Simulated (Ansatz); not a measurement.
A nudged elastic band was laid between two geometries of a periodic cell of 17 atoms, K$_{16}$Na (host K, host structure bcc, interstitial Na).

Method: DFT PBE-D3(BJ), scalar-relativistic, plane waves, PAW in Ansatz 0.2.0. Settings: cutoff 420 eV, k mesh 1x1x1, fermi-dirac smearing 0.15 eV, no spin polarisation.

```
movable images  : 3
climbing image  : yes
spring          : 5.0 eV/Å²
optimiser       : quadratic models (default)
start path      : default
force threshold : 0.05 eV/Å
iteration limit : 50
end points      : relaxed
```

First end point:

```xyz
17
Lattice="10.4600 0.0000 0.0000 0.0000 10.4600 0.0000 0.0000 0.0000 10.4600" Properties=species:S:1:pos:R:3
K -0.154 -0.536 0.000
K 4.959 0.221 0.000
K -0.151 5.764 0.000
K -0.134 -0.174 5.230
K 2.770 2.614 3.155
K 4.958 5.008 0.000
K 5.557 0.081 5.229
K 8.128 2.615 2.401
K -0.134 5.403 5.230
K 2.754 7.845 2.780
K 2.771 2.614 7.304
K 5.555 5.148 5.229
K 7.523 7.844 2.527
K 8.128 2.615 8.059
K 2.754 7.845 7.680
K 7.523 7.844 7.932
Na 1.319 2.613 -0.001
```

Last end point:

```xyz
17
Lattice="10.4600 0.0000 0.0000 0.0000 10.4600 0.0000 0.0000 0.0000 10.4600" Properties=species:S:1:pos:R:3
K 0.001 -0.529 0.139
K 5.232 -0.133 0.111
K 0.001 5.814 0.205
K 0.000 0.198 5.518
K 2.408 2.616 2.346
K 5.233 5.354 0.116
K 5.226 0.073 4.910
K 8.051 2.616 2.349
K 0.000 5.036 5.503
K 2.555 7.867 2.945
K 3.139 2.606 7.677
K 5.227 5.156 4.904
K 7.905 7.867 2.946
K 7.313 2.605 7.667
K 2.760 7.829 7.733
K 7.701 7.829 7.732
Na -0.008 2.672 -1.276
```

Task: Which bonds break or form, and what moves?

Result: The atom that moves furthest is Na17, by 1.84 Å; four of its nearest neighbours are K11 3.47, K5 3.47, K1 3.48, K3 3.48 Å at the first end and K3 3.47, K14 3.49, K11 3.49, K1 3.50 Å at the last.

Task: Give the energies along the band, and the barrier.

Result: It converged. The highest image is number 4 of 0 to 4, 0.001 eV above the ends, which have the same energy within 2 meV. The highest image is an end point: on this band no image between the ends rises above it. Inner images lie up to 0.006 eV below the lower end, so the ends aren't the lowest states on this path. One k-point is too few for this cell, so energies aren't converged. Limits of this set-up: coarse k mesh, a small cell, in which the defect meets its images, a typed lattice constant that wasn't relaxed here.

```json
{"image": "0", "path coordinate (Å)": "0.00", "energy (eV)": "0.000", "K1–K14 (Å)": "4.52", "K3–K14 (Å)": "4.52", "K5–K11 (Å)": "4.15"}
{"image": "1", "path coordinate (Å)": "0.69", "energy (eV)": "-0.002", "K1–K14 (Å)": "4.62", "K3–K14 (Å)": "4.62", "K5–K11 (Å)": "4.27"}
{"image": "2", "path coordinate (Å)": "1.52", "energy (eV)": "-0.006", "K1–K14 (Å)": "4.75", "K3–K14 (Å)": "4.76", "K5–K11 (Å)": "4.50"}
{"image": "3", "path coordinate (Å)": "2.35", "energy (eV)": "-0.002", "K1–K14 (Å)": "4.98", "K3–K14 (Å)": "5.01", "K5–K11 (Å)": "4.97"}
{"image": "4", "path coordinate (Å)": "3.18", "energy (eV)": "0.001", "K1–K14 (Å)": "5.32", "K3–K14 (Å)": "5.40", "K5–K11 (Å)": "5.18"}
```

Time of the run: 17 s on 4 threads of AMD EPYC 9R45 (Zen 5), with other jobs on the host, peak memory 1.9 GiB.
